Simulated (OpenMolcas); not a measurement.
# Cu²⁺ in KZnF3: CASSCF and CASPT2 levels and susceptibility

Which state of Cu²⁺ lies lowest among these ligands, how large is the field, and what χT follows?

Method: state-averaged CASSCF and CASPT2, spin-orbit coupling by RASSI with atomic mean-field integrals. Code: OpenMolcas 26.06.

## Step 1: What is computed

```
Species                           : Cu²⁺ (copper, Z = 29, 27 electrons)
Basis                             : ANO-RCC-VDZP [5s4p2d1f], 142 functions with the ligands
Scalar Hamiltonian                : DKH2, point nucleus
Inactive shells                   : 1s 2s 2p 3s 3p of the metal, and all ligand shells
Active space                      : 9 electrons in 5 orbitals (3d)
Some configurations of this space : 3d⁹
Orbitals                          : optimised for each spin and parity, averaged over all roots
```

Outer shells as boxes (Hund's rule):

3d9
```
3d [↑↓][↑↓][↑↓][↑↓][↑ ]
```

Cu²⁺ is taken with its 6 nearest fluoride ions at 1.901 Å, on the cation site of KZnF3 (a = 4.054 Å). The rest of the host is ab initio model potentials to 7.6 Å, with orthogonalisation functions on the cations behind the ligands, and point charges beyond; the distance is set by hand, nothing relaxes, and no local charge compensation is placed. Ligand basis ANO-RCC-VDZP.

```xyz
15

Cu    0.0000    0.0000    0.0000
F     1.9010    0.0000    0.0000
F     0.0000    1.9010    0.0000
F    -1.9010    0.0000    0.0000
F     0.0000   -1.9010    0.0000
F     0.0000    0.0000    1.9010
F     0.0000    0.0000   -1.9010
K     2.0270   -2.0270   -2.0270
K    -2.0270    2.0270    2.0270
K     2.0270   -2.0270    2.0270
K    -2.0270    2.0270   -2.0270
K     2.0270    2.0270   -2.0270
K    -2.0270   -2.0270    2.0270
K     2.0270    2.0270    2.0270
K    -2.0270   -2.0270   -2.0270
```

The work runs as a chain of OpenMolcas steps in one folder; each step below is one input file. Labels, J, g values, rates, χT and fits are worked out afterwards by a script from the matrices that RASSI stores.

## Step 2: Basis and integrals

File a.inp:

```
&GATEWAY
Basis set
Cu.ANO-RCC-VDZP.
Cu1 0.0 0.0 0.0 Angstrom
End of basis
Basis set
F.ANO-RCC-VDZP.
L1 1.901000 0.000000 0.000000 Angstrom
L2 0.000000 1.901000 0.000000 Angstrom
L3 0.000000 0.000000 1.901000 Angstrom
End of basis
Basis set
Zn.EMB-AIMP.Lopez-Moraza.11s8p.1s1p.ECP.KZnF3.
PseudoCharge
* 3 symmetry-unique lattice sites within 7.6 angstrom
End of basis
Basis set
K.EMB-AIMP.Lopez-Moraza.0s.0s.ECP.KZnF3.
PseudoCharge
* 16 symmetry-unique lattice sites within 7.6 angstrom
End of basis
Basis set
Zn.EMB-AIMP.Lopez-Moraza.0s.0s.ECP.KZnF3.
PseudoCharge
* 10 symmetry-unique lattice sites within 7.6 angstrom
End of basis
Basis set
F.EMB-AIMP.Lopez-Moraza.0s.0s.ECP.KZnF3.
PseudoCharge
* 39 symmetry-unique lattice sites within 7.6 angstrom
End of basis
Symmetry
XYZ
AngMom=0.0 0.0 0.0
AMFI
RICD
XField
1521 Angstrom 0
* Evjen-weighted lattice charges
&SEWARD
```

Started as:

```sh
$ OMP_NUM_THREADS=1 MOLCAS_MEM=2457 MOLCAS_PROJECT=a pymolcas a.inp > a.log
```

## Step 3: Reference wave functions, doublets, 5 roots

File a.inp:

```
&RASSCF
FileOrb=start.orb
Symmetry=1
Spin=2
nActEl=9 0 0
Inactive=18 21
Ras2=5 0
CIRoot=5 5 1
SDav=5
CIMx=300
Iter=150 100
PrWF=0.3
OrbListing=Nothing
MaxOrb=0
LevShft=1.0
>>> COPY $Project.JobIph JOB001
```

start.orb holds start orbitals that the driver prepared beforehand, or those of the step before.

## Step 4: RASSI: spin-orbit coupling between the states

File a.inp:

```
&RASSI
NrOfJobIphs=1 5
1 2 3 4 5
IphNames
JOB001
EJob
SpinOrbit
DIPRint=1.0
SOCoupling=1000.0
Subsets=2
Property=9
'ANGMOM' 1 'ANGMOM' 2 'ANGMOM' 3 'MLTPL  1' 1 'MLTPL  1' 2 'MLTPL  1' 3
'AMFI' 1 'AMFI' 2 'AMFI' 3
SOProperty=3
'ANGMOM' 1 'ANGMOM' 2 'ANGMOM' 3
```

## Step 5: CASPT2: IPEA 0.25, imaginary shift 0.1 (closed shells correlated: 3s 3p of the metal, with ligand shells; the Frozen line counts the rest)

File a.inp:

```
>>> COPY JOB001 $Project.JobIph
&CASPT2
Multistate=5 1 2 3 4 5
NoMult
Frozen=5 6
IPEA=0.25
Imaginary=0.1
MaxIter=60
WThr=0.0 0.3 0.05
PrWF=0.5
NoMix
```

(Steps that only read results are left out.)

Q: Predict the outcome of this session. Wanted: spin-free ground state; first state of the same spin within the active space; lowest level; next level.

As calculated:

| quantity | value |
| --- | --- |
| method | SS-CASPT2, IPEA 0.25, imaginary shift 0.1 (closed shells correlated: 3s 3p of the metal, with ligand shells; the Frozen line counts the rest) |
| spin-free ground state | 2E, 2-fold in its orbital part |
| first state of the same spin within the active space | 2T2 at 10500 cm⁻¹ |
| lowest level | 4-fold Γ8 |
| next level | 9771.4 cm⁻¹ |
| χT at 300 K | 0.51 cm³ K/mol |
| effective moment at 300 K | 2.03 μB |

Cost by method:

```csv
method,time of its own steps,time with the reference
A. CASSCF,5.9 s,5.9 s
"B. SS-CASPT2, IPEA 0.25, imaginary shift 0.1, +3s 3p",12 s,18 s
```

Times are of one thread on a shared host.

**Reading.** The spin-free ground state (2E) comes to 100 % from free-ion D terms and keeps the highest spin of the shell. χT at 300 K is 0.51, against 0.38 cm³ K/mol for the spin alone, so orbital moment adds to it. A ligand-field fit to the states below 45000 cm-1 gives 10Dq = 10493 cm-1, the gap between the two states. CASPT2 does not keep the components of a term degenerate, and the means are used. An orbital doublet at a regular site is open to a Jahn-Teller distortion, which this geometry leaves out. With one d shell, CASPT2 may overshoot the field of a late 3d ion.
